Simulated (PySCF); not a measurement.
# MP2/6-31G(d,p) (spherical functions) run of C2H6BClP− (SMILES C=C[BH-](P)Cl)

What is the vertical ionisation energy of C2H6BClP− at MP2/6-31G** (spherical functions)? Input form: a Python script.

The calculation is run with PySCF 2.14.0.

### 1 Starting point

C2H6BClP− has 11 atoms, charge -1, and is taken as a singlet. As SMILES, `C=C[BH-](P)Cl`. Geometry: relaxed at GFN2-xTB. This is one conformer, not always the lowest.

Bond lengths: C1–C2 1.326 Å, C2–B3 1.591 Å, B3–P4 2.001 Å, B3–Cl5 1.876 Å, C1–H6 1.085 Å, C1–H7 1.081 Å, C2–H8 1.090 Å, B3–H9 1.198 Å, P4–H10 1.387 Å, P4–H11 1.387 Å. Some angles: C1–C2–B3 125.7°, C2–B3–P4 108.3°, C2–B3–Cl5 109.5°, P4–B3–Cl5 105.3°, C1–C2–H8 116.9°, B3–C2–H8 117.3°, C2–C1–H6 123.5°, C2–C1–H7 121.2°, C2–B3–H9 116.2°, P4–B3–H9 108.9°.

### 2 The energy at MP2/6-31G(d,p) (spherical functions)

run.py

```python
from pyscf import gto, mp

molecule = gto.Mole()
molecule.atom = [
    ('C', (-0.826620, 0.882880, 1.301970)),
    ('C', (-0.761070, 0.331340, 0.098250)),
    ('B', (0.517440, 0.316600, -0.848990)),
    ('P', (1.396660, -1.473530, -0.692110)),
    ('Cl', (-0.027020, 0.446080, -2.639490)),
    ('H', (-1.703690, 0.828550, 1.938820)),
    ('H', (0.013010, 1.423840, 1.715920)),
    ('H', (-1.648140, -0.198190, -0.250880)),
    ('H', (1.334290, 1.168800, -0.646640)),
    ('H', (0.240050, -2.238310, -0.669590)),
    ('H', (1.465100, -1.488070, 0.692730)),
]
molecule.basis = '6-31g**'
molecule.charge = -1
molecule.max_memory = 1860
molecule.verbose = 3
molecule.build()

hf = molecule.RHF()
hf.conv_tol = 1e-10
hf.kernel()
if not hf.converged:
    hf = hf.newton().run(hf.mo_coeff, hf.mo_occ)

pt = mp.MP2(hf, frozen=13).run()
e_final = pt.e_tot
print(f'total energy: {e_final:.8f} hartree')
```

The run is started by

```bash
$ OMP_NUM_THREADS=1 python run.py
```

The log of the run:

```text
converged SCF energy = -904.164998174941
E(RMP2) = -904.780494209503  E_corr = -0.615496034562093
E(SCS-RMP2) = -904.77941623448  E_corr = -0.614418059538802
total energy: -904.78049421 hartree
```

It took 4.8 s on 1 thread of Arm Neoverse V1, shared host; peak memory 0.31 GiB.

### 3 Doublet neutral C2H6BClP at the same level

job.py

```python
from pyscf import gto, scf, mp

molecule = gto.Mole()
molecule.atom = [
    ('C', (-0.826620, 0.882880, 1.301970)),
    ('C', (-0.761070, 0.331340, 0.098250)),
    ('B', (0.517440, 0.316600, -0.848990)),
    ('P', (1.396660, -1.473530, -0.692110)),
    ('Cl', (-0.027020, 0.446080, -2.639490)),
    ('H', (-1.703690, 0.828550, 1.938820)),
    ('H', (0.013010, 1.423840, 1.715920)),
    ('H', (-1.648140, -0.198190, -0.250880)),
    ('H', (1.334290, 1.168800, -0.646640)),
    ('H', (0.240050, -2.238310, -0.669590)),
    ('H', (1.465100, -1.488070, 0.692730)),
]
molecule.max_memory = 1860
molecule.spin = 1
molecule.charge = 0
molecule.verbose = 3
molecule.basis = '6-31g**'
molecule.build()

calc0 = scf.UHF(molecule)
calc0.conv_tol = 1e-10
calc0.kernel()
if not calc0.converged:
    calc0 = calc0.newton().run(calc0.mo_coeff, calc0.mo_occ)

pt = mp.MP2(calc0, frozen=13).run()
etot = pt.e_tot
print(f'total energy: {etot:.8f} hartree')
```

The run is started by

```bash
$ OMP_NUM_THREADS=1 python job.py
```

The log of the run:

```text
converged SCF energy = -904.065903283446  <S^2> = 0.90727124  2S+1 = 2.1515308
E(UMP2) = -904.654454355253  E_corr = -0.588551071807277
E(SCS-UMP2) = -904.652895427639  E_corr = -0.586992144193241
total energy: -904.65445436 hartree
```

Run time: 9.6 s. Hardware: 1 thread of Arm Neoverse V1, shared host; peak memory 0.33 GiB.

### 4 Results

At MP2/6-31G** (spherical functions), 13 core orbitals frozen:

```
                                                                            quantity          value
                                                     singlet C2H6BClP−: total energy  -904.78049 Eh
                              singlet C2H6BClP−: HOMO energy (Hartree–Fock orbitals)       -3.86 eV
                              singlet C2H6BClP−: LUMO energy (Hartree–Fock orbitals)        8.97 eV
            singlet C2H6BClP−: HOMO–LUMO gap (to an unbound level, set by the basis)       12.83 eV
                     singlet C2H6BClP−: correlation energy (13 core orbitals frozen)     -615.5 mEh
                                              doublet neutral C2H6BClP: total energy  -904.65445 Eh
                      doublet neutral C2H6BClP: dipole moment (Hartree–Fock density)         5.19 D
doublet neutral C2H6BClP: HOMO energy (Hartree–Fock orbitals) (highest over α and β)      -10.14 eV
 doublet neutral C2H6BClP: LUMO energy (Hartree–Fock orbitals) (lowest over α and β)       -1.57 eV
              doublet neutral C2H6BClP: correlation energy (13 core orbitals frozen)     -588.6 mEh
                         doublet neutral C2H6BClP: ⟨S²⟩ of the reference determinant          0.907
                                 vertical detachment energy (to the doublet neutral)       3.430 eV
```

What this shows: The vertical ionisation energy comes to 3.43 eV (79 kcal/mol). Mulliken charges (singlet C2H6BClP−) of the mean-field density run from -0.46 on Cl5 to +0.13 on B3. ⟨S²⟩ (doublet neutral C2H6BClP) is 0.91 where a pure doublet has 0.75: the reference is spin-contaminated.
